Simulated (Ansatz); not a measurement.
Working through a check of PAW against all-electron LAPW of Li3In, space group Fm-3m

With the Python package of Ansatz (0.2.0).

The cells in order, each with its output:

**Cell 1**
```python
import ansatz as az
import numpy as np
```

**Cell 2**
```python
def count_gap(report):
    # lowest empty less highest filled band, counting bands; zero where they overlap
    return max(report.get("gap_by_band_count_ev") or 0.0, 0.0)
```

**Cell 3**
```python
cell = (
    az.Lattice.fcc(6.58694)
    .space_group(225)
    .atom("Li", [0.25, 0.75, 0.75])
    .atom("Li", [0.5, 0.0, 0.0])
    .atom("In", [0.0, 0.0, 0.0])
    .primitive()
)
```

**Cell 4**
```python
calculation = (
    cell.calculation()
    .kpoints(6)
    .occupations("cold", width=0.1)
    .functional("PBEsol")
    .stress()
    .forces()
    .band_table()
)
variants = {
    "PAW": calculation.pseudopotentials("paw"),
    "LAPW": calculation.pseudopotentials("all_electron", lapw=True),
}
# totals differ by the cores that each treatment holds, so compare what does not depend on them
rows = []
for label, variant in variants.items():
    r = variant.run(threads=1).report
    levels = np.array(r["eigenvalues_ev"][0]) - r["fermi_energy_ev"]
    print(label, "levels at the first k-point near E_F:", np.round(levels[np.abs(levels) < 5], 3))
    rows.append((label, r["n_electrons"], np.trace(r["stress_gpa"]) / 3, count_gap(r)))
lines = [",".join(["treatment", "electrons in bands", "P GPa", "gap by band count eV"])] + [",".join(f"{v:.4f}" if isinstance(v, float) else str(v) for v in row) for row in rows]
print("\n".join(lines))
with open("paw_lapw.csv", "w") as handle:
    handle.write("\n".join(lines) + "\n")
```
Output:
```text
DeckWarning: basis.ecutwfc = 420 eV, auto-derived from the records' recommended cutoffs: set by Li (normal level)
PAW levels at the first k-point near E_F: [2.214 2.214 2.214 3.573 3.573 3.573]
LAPW levels at the first k-point near E_F: [2.213 2.213 2.213 3.574 3.574 3.574]
treatment,electrons in bands,P GPa,gap by band count eV
PAW,22.0000,-0.1178,0.0000
LAPW,30.0000,-0.1192,0.0000
```

PAW gives -0.118 GPa and LAPW -0.119 GPa, 0.001 GPa apart. They took 1.0 and 4.1 s of processor time.

Caveats:
- The computed bands are complete only to about 3.6 eV above the Fermi level.
- The mesh is modest for a metal, so energies can be off by several to tens of meV an atom and pressures by half a GPa or more; differences at equal mesh fare better.
- A gap by band count of zero or less means overlapping bands, a metal.
- The structure comes from a database of computed cells and needn't be a stable or known phase.
- Gaps and levels are Kohn-Sham values on a finite set of k-points, without spin-orbit coupling.
- Warnings are shown shortened and without file and line.
- Pressure is positive in compression; the treatments may keep other shells as core, so totals and counts of electrons can differ.
- It ran for 5.8 s on 1 thread of Arm Neoverse V2, with other jobs on the host, peak memory 0.43 GiB.

(A comment or docstring line of the script was reworded after the run, the code is as it ran; lines on the test bed's own set-up are left out of the output.)
